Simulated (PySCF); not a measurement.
# C₃H₈N₂OSi: magnetic properties

Wanted: magnetic properties for C₃H₈N₂OSi (`C=C(C=O)[SiH](N)N`).

Computed with PySCF 2.14.0 and routines of our own; the level stands in each step. Atoms count from 0.

### 1 The system as given

15 atoms, charge 0, multiplicity 1; geometry from: GFN2-xTB.

### 2 Magnetic properties: GIAO HF/pcSseg-1

What the job is given:

```
{"job": {"kind": "mag", "xc": "HF", "basis": "pcSseg-1", "isotopologues": 2}, "charge": 0, "multiplicity": 1}
C     -1.130289     1.700154    -0.085651
C     -0.665445     0.533891    -0.530946
C     -1.437247    -0.203895    -1.524651
O     -1.171028    -1.323308    -1.891786
Si     0.913055    -0.370655     0.031971
N      1.486365     0.526516     1.393583
N      0.690290    -1.963140     0.647658
H     -0.609155     2.266264     0.667296
H     -2.057942     2.123975    -0.447748
H     -2.319848     0.330242    -1.936720
H      1.801321    -0.500088    -1.128042
H      1.728918     1.492736     1.250824
H      2.207448     0.083390     1.939127
H      0.257391    -2.622602     0.020915
H      0.301752    -2.065491     1.572258
```

Method: GIAO HF/pcSseg-1 magnetisability, rotational g tensor and spin-rotation constants, non-relativistic, gas phase.

On the command line:

```
OMP_NUM_THREADS=1 python excited_run.py task.json out
```

One launch serves the whole session: the jobs run in the order shown.

Output:

```text
final grid: 121720 points
cycle   1  E = -590.7668986662  dE =  1.273e+00  |g| = 7.948e-01  |ddm| = 3.454e+00
cycle   2  E = -590.8660547562  dE = -9.916e-02  |g| = 6.012e-01  |ddm| = 1.136e+00
cycle   3  E = -590.9314631307  dE = -6.541e-02  |g| = 8.793e-02  |ddm| = 6.015e-01
cycle   4  E = -590.9343507482  dE = -2.888e-03  |g| = 2.677e-02  |ddm| = 1.274e-01
cycle   5  E = -590.9346347980  dE = -2.840e-04  |g| = 9.426e-03  |ddm| = 5.174e-02
cycle   6  E = -590.9346902744  dE = -5.548e-05  |g| = 4.679e-03  |ddm| = 2.386e-02
cycle   7  E = -590.9347064133  dE = -1.614e-05  |g| = 1.687e-03  |ddm| = 1.506e-02
cycle   8  E = -590.9347083528  dE = -1.940e-06  |g| = 4.141e-04  |ddm| = 5.496e-03
cycle   9  E = -590.9347084677  dE = -1.150e-07  |g| = 1.237e-04  |ddm| = 9.451e-04
cycle  10  E = -590.9347084768  dE = -9.116e-09  |g| = 4.157e-05  |ddm| = 3.015e-04
cycle  11  E = -590.9347084778  dE = -9.197e-10  |g| = 1.625e-05  |ddm| = 9.382e-05
converged SCF energy = -590.9347084778

Magnetisability tensor (1e-30 J/T^2)
    -1068.21      -98.85      122.47
      -98.85     -990.07      129.70
      122.47      129.70    -1150.09
isotropic -1069.46   principal values   -1319.07   -980.23   -909.08
isotropic susceptibility -64.404 1e-6 cm^3/mol

Inertial axes            a          b          c
rot. const./GHz      2.9331     1.8635     1.2385
chi total           -59.235    -55.799    -78.179
chi diamagnetic    -520.066   -736.055  -1063.965
chi paramagnetic    460.830    680.256    985.786
quadrupole/D A        1.495      0.513     -2.008
g nuclear            0.5959     0.5682     0.5693
g electronic        -0.6350    -0.5956    -0.5736
g total             -0.0391    -0.0274    -0.0043

Spin-rotation constants (kHz, H = +C I.J)
atom  isotope        aa         bb         cc
  5    14N        0.083      0.042      0.039
  6    14N        0.092      0.058      0.038
  7     1H        0.111     -0.065     -0.144
  8     1H        0.152     -0.106     -0.140
  9     1H        0.184     -0.065     -0.116
 10     1H       -0.251     -0.143      0.043
 11     1H       -0.316     -0.062     -0.131
 12     1H       -0.009     -0.196     -0.161
 13     1H       -0.193     -0.082     -0.142
 14     1H       -0.327     -0.217     -0.008
  0    13C*       1.558      0.626      0.165
  1    13C*       1.509      0.697      0.170
  2    13C*       1.649      0.812      0.290
  3    17O*      -2.001     -1.915     -0.037
  4   29Si*      -1.614     -0.998     -0.674
* in the singly substituted isotopologue

Isotopologues: g along a, b, c
2H    at 7,8,9,10,11,12    -0.0336    -0.0240    -0.0039
13C   at 0                 -0.0384    -0.0272    -0.0043
```

Run time: 18 s. Hardware: 1 thread of Arm Neoverse V1, shared host; peak memory 0.8 GiB.

In short:

| quantity | value |
| --- | --- |
| magnetisability | -1069·10⁻³⁰ J/T² |
| molar susceptibility | -64.4·10⁻⁶ cm³/mol |
| rotational g (a, b, c) | -0.0391, -0.0274, -0.0043 |

Orbitals, density, ELF and potential are computed afterwards from the orbital file.

Frontier orbitals at HF/pcSseg-1, with the share of their density that lies nearest to each atom:

| orbital | energy (eV) | lies on |
| --- | --- | --- |
| HOMO | -10.49 | N6 36 %; C1 19 %; C0 8 % |
| LUMO | 2.13 | C0 26 %; C1, C2 about 18 % each; O3 15 % |

ELF in a plane through or near 8 of the atoms.

Ten even steps from ' ' (0.00) to '@' (1.00):
```
                                                        
                                                        
                                                        
                    ::==--      ::--..                  
                  ..##@@%%    ..##%%**::                
          ..----::--%%@@@@::  --@@@@%%==....            
          ++%%%%**==**%%**    ::%%@@##**##%%##          
          ++%%%%##====**::    ::**==::##@@@@@@::        
            --====**@@%%++++----%%%%**##@@@@%%..        
                  ----**==@@##::::--==::....            
        ++@@@@##==##%%--##@@==++##  ::..                
      ..@@@@@@@@++--++**::==::..::%%%%##**==..          
      ..@@@@@@@@--::==--      ==##%%%%%%%%##--          
        ..--....==##**%%##..  ..++**##%%%%##::          
              ..##%%--%%%%::  --%%%%**++**++            
              ==##%%%%##**..  ..%%##--....              
              ::++++++--::      ----                    
                                                        
                                                        
                                                        
```
The map spans 11.0 Å across and 9.8 Å up, centred on the molecule. Atoms in the plane (x, y in Å): C1 (-1.0, 0.2), C2 (-1.8, -1.0), O3 (-1.4, -2.1), Si4 (0.8, -0.2), N5 (1.7, 1.3), H9 (-2.9, -0.9), H11 (1.4, 2.1), H12 (2.7, 1.2).

On the surface of density 0.002 e/bohr³ the electrostatic potential runs, from the 1st to the 99th percentile, from -1.80 V near O3 to 1.58 V near H11.

### 3 Results

| quantity | value |
| --- | --- |
| magnetisability (step 2, GIAO HF/pcSseg-1) | -1069·10⁻³⁰ J/T² |
| molar susceptibility (step 2, GIAO HF/pcSseg-1) | -64.4·10⁻⁶ cm³/mol |
| rotational g (a, b, c) (step 2, GIAO HF/pcSseg-1) | -0.0391, -0.0274, -0.0043 |
| surface potential, 1st and 99th percentile | -1.80 V and 1.58 V |

**Reading.** The values above hold for this geometry and these levels alone. Vibrational averaging and real surroundings are missing from these values.
